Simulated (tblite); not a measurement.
# Cl10O5Si4Sn: the cost of one run

Programs: tblite 0.8.0 and PySCF 2.14.0. All values are calculated, for the isolated system unless a continuum is named. Atoms count from 0, parts from 1.

## (1) The system as given

20 atoms, charge 0, multiplicity 1; geometry: distance geometry start.

## (2) Relaxing the cluster with GFN2-xTB

Job settings and geometry (Å):

```
{"job": {"kind": "relax", "xc": "GFN2-xTB", "basis": "xTB"}, "charge": 0, "multiplicity": 1}
Cl    -0.539616    -1.513617     1.874851
Si     1.196287    -1.788046     0.680333
Cl     2.455048    -3.247967     1.620758
O      2.067440    -0.259754     0.523763
Si     1.450509     1.312766     1.020782
Cl     2.031320     2.765091    -0.431402
Cl     2.244098     1.848393     2.916270
O     -0.317823     1.257674     1.102878
Sn    -1.603365     2.494193     0.081847
Cl    -1.878707     4.526258     1.335130
Cl    -3.749042     1.380298    -0.153952
O     -0.822941     2.908830    -1.757793
Si    -0.023790     1.741571    -2.815312
Cl    -1.391215     1.033292    -4.291267
Cl     1.643711     2.671454    -3.759398
O      0.570826     0.384710    -1.858809
Si     0.476441    -1.337165    -2.346155
Cl    -1.400618    -1.729771    -3.228611
Cl     2.005313    -1.699927    -3.770522
O      0.738570    -2.363385    -0.920470
```

Level: GFN2-xTB geometry optimisation, gas phase.

Started as:

```console
> OMP_NUM_THREADS=1 python cluster_run.py task.json out
```

The driver reads the jobs from task.json and runs them one after another.

Q: Estimate the wall time of this first job on 1 thread of Arm Neoverse V2, shared host.

About 34 s.
